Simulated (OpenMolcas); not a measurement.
**Br⁺: CASSCF and CASPT2 terms and fine-structure levels**

Wanted: the level scheme of Br⁺ from active-space wave functions, then second-order correlation under several settings.

Method: state-averaged CASSCF and CASPT2, spin-orbit coupling by RASSI with atomic mean-field integrals. Code: OpenMolcas 26.06.

## (1) The atom as given

```
Species                           : Br⁺ (bromine, Z = 35, 34 electrons)
Basis                             : ANO-R2 [6s5p4d2f1g], 64 functions
Scalar Hamiltonian                : X2C, finite nucleus
Inactive shells                   : 1s 2s 2p 3s 3p 3d 4s
Active space                      : 4 electrons in 3 orbitals (4p)
Some configurations of this space : 4s² 4p⁴
Orbitals                          : optimised for each spin and parity, averaged over all roots
```

Outer shells as boxes (Hund's rule):

4s2 4p4
```
4s [↑↓]
4p [↑↓][↑ ][↑ ]
```

The work runs as a chain of OpenMolcas steps in one folder; each step below is one input file. Labels, J, g values, rates, χT and fits are worked out afterwards by a script from the matrices that RASSI stores.

## (2) One- and two-electron integrals

Input file a.inp:

```
&GATEWAY
Coord
1

Br 0.0 0.0 0.0
Basis=ANO-R2
Group=XYZ
NoMove
AngMom=0.0 0.0 0.0
AMFI
&SEWARD
```

The run is started by

```bash
$ OMP_NUM_THREADS=1 MOLCAS_MEM=1689 MOLCAS_PROJECT=a pymolcas a.inp > a.log
```

## (3) CASSCF: triplets of even parity, 3 roots

Input file a.inp:

```
&RASSCF
FileOrb=start.orb
Symmetry=1
Spin=3
nActEl=4 0 0
Inactive=9 6
Ras2=0 3
CIRoot=3 3 1
SDav=3
CIMx=300
Iter=120 100
PrWF=0.3
OrbListing=Nothing
MaxOrb=0
Atom
>>> COPY $Project.JobIph JOB001
```

start.orb holds the contracted functions of the basis, ordered by shell, or the orbitals of the step before.

## (4) CASSCF: singlets of even parity, 6 roots

Input file a.inp:

```
&RASSCF
FileOrb=start.orb
Symmetry=1
Spin=1
nActEl=4 0 0
Inactive=9 6
Ras2=0 3
CIRoot=6 6 1
SDav=6
CIMx=300
Iter=120 100
PrWF=0.3
OrbListing=Nothing
MaxOrb=0
Atom
>>> COPY $Project.JobIph JOB002
```

## (5) State interaction with spin-orbit coupling

Input file a.inp:

```
&RASSI
NrOfJobIphs=2 3 6
1 2 3
1 2 3 4 5 6
IphNames
JOB001
JOB002
EJob
SpinOrbit
DIPRint=1.0
SOCoupling=1000.0
Subsets=2
MEES
Property=10
'ANGMOM' 1 'ANGMOM' 2 'ANGMOM' 3 'MLTPL  1' 1 'MLTPL  1' 2 'MLTPL  1' 3
'AMFI' 1 'AMFI' 2 'AMFI' 3 'MLTPL  2' 6
SOProperty=3
'ANGMOM' 1 'ANGMOM' 2 'ANGMOM' 3
```

## (6) CASPT2: IPEA 0.25, imaginary shift 0.1 (closed shells correlated: 3d 4s)

Input file a.inp:

```
>>> COPY JOB001 $Project.JobIph
&CASPT2
Multistate=3 1 2 3
Frozen=3 6
IPEA=0.25
Imaginary=0.1
MaxIter=60
WThr=0.0 0.3 0.05
PrWF=0.5
NoMix
>>> COPY JOB002 $Project.JobIph
&CASPT2
Multistate=6 1 2 3 4 5 6
Frozen=3 6
IPEA=0.25
Imaginary=0.1
MaxIter=60
WThr=0.0 0.3 0.05
PrWF=0.5
NoMix
```

## (7) CASPT2: IPEA 0.25, imaginary shift 0.1 (closed shells correlated: 3s 3p 3d 4s)

a.inp: that of step 6 with these lines changed.

```diff
@@ -3,3 +3,3 @@
 Multistate=3 1 2 3
-Frozen=3 6
+Frozen=2 3
 IPEA=0.25
@@ -13,3 +13,3 @@
 Multistate=6 1 2 3 4 5 6
-Frozen=3 6
+Frozen=2 3
 IPEA=0.25
```

(Steps that only read results are left out.)

**Question.** What will these runs give? Wanted: lowest level; first excited level; lowest level of another term; spin-orbit lowering of the lowest level; strongest of the lines computed, by gA.

**Answer**, as computed:

| quantity | value |
| --- | --- |
| method | SS-CASPT2, IPEA 0.25, imaginary shift 0.1 (closed shells correlated: 3d 4s) |
| lowest level | 4s² 4p⁴ ³P₂, 98 % of that term, g = 1.490 |
| ground level listed by NIST | 3P2 |
| first excited level | 4s² 4p⁴ ³P₁ at 2860 cm⁻¹ |
| lowest level of another term | 4s² 4p⁴ ¹D₂ at 12350 cm⁻¹ |
| spin-orbit lowering of the lowest level | 1570 cm⁻¹ |
| strongest of the lines computed, by gA (one parity, so forbidden lines), at SS-CASPT2 energies | 4s² 4p⁴ ¹S₀ → 4s² 4p⁴ ³P₁, 386.4 nm, A = 2.04e+01 s⁻¹ |

What each method costs and misses:

```
                                                    method  time of its own steps  time with the reference  mean absolute difference from the measured levels (cm-1)
                                                 A. CASSCF                  2.5 s                    2.5 s                                                      2100
      B. SS-CASPT2, IPEA 0.25, imaginary shift 0.1, +3d 4s                  1.1 s                    3.6 s                                                       410
C. SS-CASPT2, IPEA 0.25, imaginary shift 0.1, +3s 3p 3d 4s                  1.3 s                    3.8 s                                                       340
```

Times are of one thread on a shared host.

In words: The multiplet ³P is inverted; its intervals divided by the larger J differ by 63 % of their mean, where Landé's rule for pure LS coupling makes them equal. Second-order correlation (method B) scales the levels of the lowest configuration above 5000 cm⁻¹ by 0.86. Method C lies closest to the measured levels (340 cm⁻¹ on average) and A farthest (2100). Only the configurations of the active space and the roots asked for are present. CASPT2 does not keep the components of a term degenerate, and the means are used. With the s shell closed, the highest p terms come out too high. Only valence configurations of the active space appear, up to the ionisation limit; * or ° marks odd parity.
